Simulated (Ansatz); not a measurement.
# CuF: the cell at several levels of theory

An exercise on one series of results from a longer session: the logs are not shown, and one member is left open.

Code: Ansatz 0.2.0. PAW datasets, plane waves, zero pressure. All values are calculated for a non-magnetic cell, which may be hypothetical.

### The structure to begin with

This is the cell as the run starts from it, not yet at rest; its lengths are not the crystal's.

Space group Pm-3m (No. 221), cubic; a = 2.222 Å in the conventional setting, 5.48 Å³ an atom. Around Cu lie 8 F at 1.92 Å; around F lie 8 Cu at 1.92 Å.

As a file:

```cif
data_structure
_symmetry_space_group_name_H-M 'Pm-3m'
_symmetry_Int_Tables_number 221
_cell_length_a 2.2218
_cell_length_b 2.2218
_cell_length_c 2.2218
_cell_angle_alpha 90.000
_cell_angle_beta 90.000
_cell_angle_gamma 90.000
_cell_volume 10.97
loop_
_atom_site_label
_atom_site_type_symbol
_atom_site_symmetry_multiplicity
_atom_site_Wyckoff_symbol
_atom_site_fract_x
_atom_site_fract_y
_atom_site_fract_z
_atom_site_occupancy
Cu1 Cu 1 a 0.00000 0.00000 0.00000 1
F1 F 1 b 0.50000 0.50000 0.50000 1
```

The first run:

File input.yaml:

```yaml
crystal:
  lattice:
    - [2.2218332067, 0.0, 0.0]
    - [0.0, 2.2218332067, 0.0]
    - [0.0, 0.0, 2.2218332067]
  atoms:
    - { symbol: Cu, position: [0.0, 0.0, 0.0] }
    - { symbol: F, position: [0.5, 0.5, 0.5] }
kpoints:
  mp_grid: { grid: [10, 10, 10] }
hamiltonian:
  xc: pbe
scf:
  occupations: { method: fermi_dirac, width: 0.02 }
relax:
  f_tol: 0.005
  cell: {}
```

Steps of the session up to this table: Relaxation with PBE; r2SCAN: cell and atoms; Relaxation with PBEsol; Relaxation with LDA; Relaxation with HSE06.

One of the session's tables, all rows but one given; the rest of the session is left out.

It belongs to the step «The cells side by side». 

| level | a (Å) | volume (Å³/atom) |
| --- | --- | --- |
| PBE | 2.794 | 10.902 |
| r2SCAN | ? | ? |
| PBEsol | 2.730 | 10.171 |
| LDA | 2.679 | 9.619 |
| HSE06 | 2.766 | 10.581 |

Q: Estimate the row for r2SCAN from the others.

As computed: a (Å): 2.738; volume (Å³/atom): 10.268. In the column «a (Å)» it lies between PBEsol (2.730) and HSE06 (2.766).

LDA gives the smallest cell and PBE the largest; they differ by 13.3 % in volume, a mean of 4.3 % in length. The meshes differ: PBE 10×10×10, r2SCAN 8×8×8, PBEsol 8×8×8, LDA 8×8×8, HSE06 6×6×6.
